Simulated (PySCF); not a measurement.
# A gas-phase reaction: CH5GaO2 + ClH → ClGaH2O2 + CH4

Aim: the reaction energy of `[CH3][Ga]([OH])[OH]` + `Cl` → `[OH][Ga]([OH])[Cl]` + `C`.

Computed with PySCF 2.14.0; each step states its level. No surroundings beyond the atoms listed, unless a continuum is named. Atoms count from 0, parts from 1.

## 1. Starting point

Each species was relaxed by itself at PBE0-D3(BJ)/def2-SVPD.

## 2. Reaction energy: wB97M-D3(BJ)/def2-TZVPD

The job: settings as JSON, then the geometry in Å.

```
{"job": {"kind": "react", "xc": "wB97M-D3(BJ)", "basis": "def2-TZVPD"}, "charge": 0, "multiplicity": 1}
-1 CH5GaO2 charge 0 multiplicity 1
C      1.430630     0.243100    -0.235840
Ga    -0.445840    -0.184600     0.033830
O     -1.093960    -1.823270    -0.279220
O     -1.753600     0.905430     0.615010
H      1.843350    -0.375660    -1.043770
H      1.997250     0.029100     0.682080
H      1.568050     1.303480    -0.486030
H     -2.034220    -1.910640    -0.098710
H     -1.511440     1.812880     0.812600

-1 ClH charge 0 multiplicity 1
Cl     0.644720     0.003470     0.000030
H     -0.643490    -0.001770     0.000910

+1 ClGaH2O2 charge 0 multiplicity 1
O      0.772080     1.026600    -0.814350
Ga     0.097680    -0.554220    -0.353560
O     -1.059380    -0.827530     0.970070
Cl     0.718700    -2.250720    -1.472920
H      0.478200     1.780440    -0.295380
H     -1.326140    -0.050750     1.469360

+1 CH4 charge 0 multiplicity 1
C      0.000890     0.000610     0.000810
H     -0.661550    -0.665480    -0.565650
H     -0.449970     0.998760     0.062480
H      0.143620    -0.399290     1.012290
H      0.971470     0.068460    -0.505900
```

Level: wB97M-D3(BJ)/def2-TZVPD reaction energy of separated species, gas phase.

Command:

```bash
$ OMP_NUM_THREADS=1 python cluster_run.py task.json out
```

The driver reads the jobs from task.json and runs them one after another.

What it wrote:

```text
species 1 (CH5GaO2)
coarse grid: 35320 points
cycle   1  E = -2116.4109681733  dE = -2.796e-01  |g| = 1.180e+00  |ddm| = 2.429e+00
cycle   2  E = -2116.2870043136  dE =  1.240e-01  |g| = 1.544e+00  |ddm| = 1.848e+00
cycle   3  E = -2116.6369186897  dE = -3.499e-01  |g| = 5.389e-02  |ddm| = 9.951e-01
cycle   4  E = -2116.6377076148  dE = -7.889e-04  |g| = 3.289e-02  |ddm| = 8.740e-02
cycle   5  E = -2116.6379248524  dE = -2.172e-04  |g| = 1.064e-02  |ddm| = 3.054e-02
cycle   6  E = -2116.6379474560  dE = -2.260e-05  |g| = 2.973e-03  |ddm| = 1.396e-02
cycle   7  E = -2116.6379497873  dE = -2.331e-06  |g| = 1.191e-03  |ddm| = 3.871e-03
final grid: 73776 points
cycle   8  E = -2116.6379282067  dE = -2.393e-07  |g| = 1.122e-03  |ddm| = 4.325e-03
cycle   9  E = -2116.6379281624  dE =  4.432e-08  |g| = 1.317e-03  |ddm| = 1.609e-03
cycle  10  E = -2116.6379284491  dE = -2.867e-07  |g| = 1.193e-04  |ddm| = 7.984e-04
cycle  11  E = -2116.6379284528  dE = -3.724e-09  |g| = 3.283e-05  |ddm| = 1.192e-04
cycle  12  E = -2116.6379284538  dE = -9.977e-10  |g| = 4.808e-06  |ddm| = 1.099e-04
converged SCF energy = -2116.6379284538

species 2 (ClH)
coarse grid: 8792 points
cycle   1  E = -460.8503330585  dE = -8.165e-02  |g| = 2.169e-01  |ddm| = 7.239e-01
cycle   2  E = -460.8625126471  dE = -1.218e-02  |g| = 1.397e-01  |ddm| = 2.651e-01
cycle   3  E = -460.8670520931  dE = -4.539e-03  |g| = 1.358e-02  |ddm| = 9.818e-02
cycle   4  E = -460.8670931762  dE = -4.108e-05  |g| = 3.364e-03  |ddm| = 9.545e-03
cycle   5  E = -460.8670994246  dE = -6.248e-06  |g| = 8.516e-04  |ddm| = 3.915e-03
final grid: 17120 points
cycle   6  E = -460.8670681895  dE = -3.716e-07  |g| = 3.676e-04  |ddm| = 8.894e-04
cycle   7  E = -460.8670682358  dE = -4.628e-08  |g| = 1.618e-04  |ddm| = 3.981e-04
cycle   8  E = -460.8670682423  dE = -6.571e-09  |g| = 4.221e-05  |ddm| = 1.295e-04
cycle   9  E = -460.8670682437  dE = -1.315e-09  |g| = 3.978e-06  |ddm| = 6.532e-05
cycle  10  E = -460.8670682437  dE = -8.754e-12  |g| = 8.167e-07  |ddm| = 3.315e-06
converged SCF energy = -460.8670682437

species 3 (ClGaH2O2)
coarse grid: 29040 points
cycle   1  E = -2536.7975674246  dE = -2.056e-01  |g| = 1.168e+00  |ddm| = 2.046e+00
cycle   2  E = -2536.7126573133  dE =  8.491e-02  |g| = 1.480e+00  |ddm| = 1.703e+00
cycle   3  E = -2537.0138899872  dE = -3.012e-01  |g| = 5.579e-02  |ddm| = 8.984e-01
cycle   4  E = -2537.0146379622  dE = -7.480e-04  |g| = 2.675e-02  |ddm| = 7.191e-02
cycle   5  E = -2537.0147845486  dE = -1.466e-04  |g| = 9.333e-03  |ddm| = 2.376e-02
cycle   6  E = -2537.0148011346  dE = -1.659e-05  |g| = 3.564e-03  |ddm| = 9.848e-03
cycle   7  E = -2537.0148035239  dE = -2.389e-06  |g| = 7.331e-04  |ddm| = 3.199e-03
final grid: 58200 points
cycle   8  E = -2537.0148205703  dE = -2.452e-07  |g| = 4.700e-04  |ddm| = 2.321e-03
cycle   9  E = -2537.0148205964  dE = -2.616e-08  |g| = 4.208e-04  |ddm| = 6.452e-04
cycle  10  E = -2537.0148206191  dE = -2.266e-08  |g| = 6.528e-05  |ddm| = 2.286e-04
cycle  11  E = -2537.0148206210  dE = -1.941e-09  |g| = 3.483e-05  |ddm| = 1.042e-04
cycle  12  E = -2537.0148206216  dE = -5.120e-10  |g| = 9.737e-06  |ddm| = 5.366e-05
converged SCF energy = -2537.0148206216

species 4 (CH4)
coarse grid: 15072 points
cycle   1  E = -40.5278866895  dE = -1.934e-01  |g| = 1.334e-01  |ddm| = 1.251e+00
cycle   2  E = -40.5302993613  dE = -2.413e-03  |g| = 8.952e-02  |ddm| = 1.942e-01
cycle   3  E = -40.5321643982  dE = -1.865e-03  |g| = 5.682e-03  |ddm| = 4.933e-02
cycle   4  E = -40.5321741227  dE = -9.724e-06  |g| = 3.954e-04  |ddm| = 1.287e-02
final grid: 32696 points
cycle   5  E = -40.5321638875  dE = -1.030e-07  |g| = 9.902e-05  |ddm| = 2.839e-03
cycle   6  E = -40.5321638943  dE = -6.856e-09  |g| = 3.395e-05  |ddm| = 7.055e-04
cycle   7  E = -40.5321638949  dE = -5.897e-10  |g| = 1.826e-05  |ddm| = 1.997e-04
converged SCF energy = -40.5321638949

Reaction energy = -26.114 kcal/mol
```

Run time: 49 s. Hardware: 1 thread of Arm Neoverse N1, shared host; peak memory 0.78 GiB.

Species by species (with the dispersion term, which the log's SCF energies lack):

| ν | species | energy (Eh) | HOMO (eV) |
| --- | --- | --- | --- |
| -1 | [CH3][Ga]([OH])[OH] | -2116.64419 | -11.02 |
| -1 | Cl | -460.86761 | -11.93 |
| +1 | [OH][Ga]([OH])[Cl] | -2537.01887 | -11.66 |
| +1 | C | -40.53455 | -13.46 |

## 3. Energies of the species: PBE0-D3(BJ)/def2-TZVPD

Same as in step 2 but for these lines:

```diff
@@ -1,2 +1,2 @@
-{"job": {"kind": "react", "xc": "wB97M-D3(BJ)", "basis": "def2-TZVPD"}, "charge": 0, "multiplicity": 1}
+{"job": {"kind": "react", "xc": "PBE0", "basis": "def2-TZVPD", "disp": "d3bj"}, "charge": 0, "multiplicity": 1}
 -1 CH5GaO2 charge 0 multiplicity 1
```

Level: PBE0-D3(BJ)/def2-TZVPD reaction energy of separated species, gas phase.

What it wrote:

```text
species 1 (CH5GaO2)
coarse grid: 35320 points
cycle   1  E = -2115.8387714031  dE = -2.122e-01  |g| = 1.320e+00  |ddm| = 2.577e+00
cycle   2  E = -2115.1334911452  dE =  7.053e-01  |g| = 2.372e+00  |ddm| = 2.589e+00
cycle   3  E = -2116.0988863206  dE = -9.654e-01  |g| = 2.302e-01  |ddm| = 1.838e+00
cycle   4  E = -2116.1085721815  dE = -9.686e-03  |g| = 9.804e-02  |ddm| = 2.273e-01
cycle   5  E = -2116.1100928429  dE = -1.521e-03  |g| = 1.227e-02  |ddm| = 6.744e-02
cycle   6  E = -2116.1101164058  dE = -2.356e-05  |g| = 5.794e-03  |ddm| = 1.346e-02
cycle   7  E = -2116.1101213207  dE = -4.915e-06  |g| = 2.006e-03  |ddm| = 4.563e-03
final grid: 73776 points
cycle   8  E = -2116.1101153562  dE =  1.486e-06  |g| = 3.571e-03  |ddm| = 5.208e-03
cycle   9  E = -2116.1101098029  dE =  5.553e-06  |g| = 6.620e-03  |ddm| = 6.536e-03
cycle  10  E = -2116.1101176709  dE = -7.868e-06  |g| = 2.741e-04  |ddm| = 4.243e-03
cycle  11  E = -2116.1101176870  dE = -1.613e-08  |g| = 4.841e-05  |ddm| = 2.258e-04
cycle  12  E = -2116.1101176873  dE = -3.192e-10  |g| = 1.161e-05  |ddm| = 4.107e-05
converged SCF energy = -2116.1101176873

species 2 (ClH)
coarse grid: 2248 points
cycle   1  E = -460.6537840383  dE = -4.644e-02  |g| = 1.882e-01  |ddm| = 7.411e-01
cycle   2  E = -460.6558527653  dE = -2.069e-03  |g| = 1.902e-01  |ddm| = 3.151e-01
cycle   3  E = -460.6653816496  dE = -9.529e-03  |g| = 1.506e-02  |ddm| = 1.513e-01
cycle   4  E = -460.6654037068  dE = -2.206e-05  |g| = 2.693e-03  |ddm| = 7.323e-03
cycle   5  E = -460.6654052546  dE = -1.548e-06  |g| = 1.111e-03  |ddm| = 2.553e-03
final grid: 17120 points
cycle   6  E = -460.6658903029  dE = -4.429e-06  |g| = 2.164e-03  |ddm| = 7.339e-03
cycle   7  E = -460.6658903325  dE = -2.956e-08  |g| = 1.795e-03  |ddm| = 2.512e-03
cycle   8  E = -460.6658909500  dE = -6.175e-07  |g| = 1.533e-04  |ddm| = 1.363e-03
cycle   9  E = -460.6658909569  dE = -6.902e-09  |g| = 2.148e-05  |ddm| = 1.086e-04
cycle  10  E = -460.6658909570  dE = -1.017e-10  |g| = 4.933e-06  |ddm| = 1.682e-05
converged SCF energy = -460.6658909570

species 3 (ClGaH2O2)
coarse grid: 29040 points
cycle   1  E = -2536.0815163287  dE = -7.427e-02  |g| = 1.312e+00  |ddm| = 2.119e+00
cycle   2  E = -2535.4706817827  dE =  6.108e-01  |g| = 2.294e+00  |ddm| = 2.475e+00
cycle   3  E = -2536.3385354980  dE = -8.679e-01  |g| = 1.697e-01  |ddm| = 1.737e+00
cycle   4  E = -2536.3431421028  dE = -4.607e-03  |g| = 9.264e-02  |ddm| = 1.745e-01
cycle   5  E = -2536.3442255218  dE = -1.083e-03  |g| = 1.219e-02  |ddm| = 5.416e-02
cycle   6  E = -2536.3442543421  dE = -2.882e-05  |g| = 3.848e-03  |ddm| = 1.224e-02
cycle   7  E = -2536.3442565121  dE = -2.170e-06  |g| = 6.907e-04  |ddm| = 2.543e-03
final grid: 58200 points
cycle   8  E = -2536.3442872127  dE = -1.403e-09  |g| = 8.952e-04  |ddm| = 1.769e-03
cycle   9  E = -2536.3442870043  dE =  2.084e-07  |g| = 1.394e-03  |ddm| = 1.609e-03
cycle  10  E = -2536.3442873682  dE = -3.639e-07  |g| = 1.315e-04  |ddm| = 9.437e-04
cycle  11  E = -2536.3442873714  dE = -3.138e-09  |g| = 2.518e-05  |ddm| = 1.132e-04
cycle  12  E = -2536.3442873714  dE = -7.685e-11  |g| = 4.750e-06  |ddm| = 1.437e-05
converged SCF energy = -2536.3442873714

species 4 (CH4)
coarse grid: 3568 points
cycle   1  E = -40.4581389360  dE = -2.007e-01  |g| = 2.716e-01  |ddm| = 1.405e+00
cycle   2  E = -40.4544921538  dE =  3.647e-03  |g| = 2.994e-01  |ddm| = 3.086e-01
cycle   3  E = -40.4773116712  dE = -2.282e-02  |g| = 2.107e-03  |ddm| = 1.506e-01
cycle   4  E = -40.4773124934  dE = -8.223e-07  |g| = 2.133e-04  |ddm| = 2.672e-03
final grid: 32696 points
cycle   5  E = -40.4741147346  dE = -1.433e-05  |g| = 4.522e-03  |ddm| = 5.898e-02
cycle   6  E = -40.4741136917  dE =  1.043e-06  |g| = 4.947e-03  |ddm| = 6.207e-03
cycle   7  E = -40.4741196363  dE = -5.945e-06  |g| = 3.337e-05  |ddm| = 2.503e-03
cycle   8  E = -40.4741196367  dE = -3.583e-10  |g| = 7.459e-06  |ddm| = 1.016e-04
converged SCF energy = -40.4741196367

Reaction energy = -26.451 kcal/mol
```

Wall time 27 s (1 thread of Arm Neoverse N1, shared host); peak memory 0.66 GiB.

Reaction energy at this level: -26.45 kcal/mol.

## 4. Comparing the runs

Energies in kcal/mol, with wall time:

| run | reaction | time |
| --- | --- | --- |
| wB97M-D3(BJ)/def2-TZVPD | -26.11 | 49 s |
| PBE0-D3(BJ)/def2-TZVPD | -26.45 | 27 s |

## 5. What came out

| quantity | value |
| --- | --- |
| reaction energy (wB97M-D3(BJ)/def2-TZVPD) | -26.11 kcal/mol |
| ΔH, ΔG at 298 K (xTB thermal terms) | -22.3, -22.4 kcal/mol |
| range of the reaction energy over the runs of this table | -26.45 to -26.11 kcal/mol |

In words: The reaction is exothermic by 22.3 kcal/mol in the gas phase; dispersion gives +0.23, and xTB itself gave -41.57 for the electronic energy (xTB energies and thermal terms come from the earlier relaxation of each species, not shown). No barrier was sought. xTB and this level differ widely in the electronic energy, so what comes from xTB (the thermal terms above all) is less safe here. The reaction energy runs from -26.45 (PBE0-D3(BJ)/def2-TZVPD) to -26.11 kcal/mol (wB97M-D3(BJ)/def2-TZVPD).
